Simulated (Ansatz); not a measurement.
# BClFH3Si: the cost of one run

All numbers below are computed with Ansatz 0.2.0 (RKS PBE0-D4/STO-3G).

### Step 1. The starting structure

Bond lengths: B1–Si2 1.934 Å, Si2–F3 1.708 Å, Si2–Cl4 2.139 Å, B1–H5 1.189 Å, B1–H6 1.178 Å, Si2–H7 1.447 Å. Angles: B1–Si2–F3 111.0°, B1–Si2–Cl4 105.9°, B1–Si2–H7 109.7°, F3–Si2–Cl4 110.1°, F3–Si2–H7 109.5°, Cl4–Si2–H7 110.6°, Si2–B1–H5 118.8°, Si2–B1–H6 121.9°, H5–B1–H6 118.6°.

Structure file:

```xyz
7

B     0.4286    0.9084    0.5989
Si   -0.3681   -0.5744   -0.3528
F    -0.8707   -0.0995   -1.9141
Cl    1.1579   -2.0662   -0.4953
H    -0.1124    1.3190    1.5749
H     1.3300    1.5215    0.1532
H    -1.5042   -1.0768    0.3895
```

### Step 2. Relaxing end A

Input file input.yaml:

```yaml
crystal:
  periodic: [false, false, false]
  atoms:
    - { symbol: B, position_ang: [0.4286, 0.9084, 0.5989] }
    - { symbol: Si, position_ang: [-0.3681, -0.5744, -0.3528] }
    - { symbol: F, position_ang: [-0.8707, -0.0995, -1.9141] }
    - { symbol: Cl, position_ang: [1.1579, -2.0662, -0.4953] }
    - { symbol: H, position_ang: [-0.1124, 1.319, 1.5749] }
    - { symbol: H, position_ang: [1.33, 1.5215, 0.1532] }
    - { symbol: H, position_ang: [-1.5042, -1.0768, 0.3895] }
basis:
  gaussian: { orbitals: STO-3G }
hamiltonian:
  xc: pbe0
  dispersion: d4
relax:
  f_tol: 0.015
  max_steps: 40
output:
  orbitals: {}
```

Run with:

```sh
ansatz run input.yaml --threads 1 --pin off --max-ram 2048MiB --backend cpu --events-out ev --progress --plain --runs-dir out
```

Q: Estimate wall time and peak memory on 1 thread of Arm Neoverse V2, shared host.

About 18 s, with a peak of 0.14 GiB.
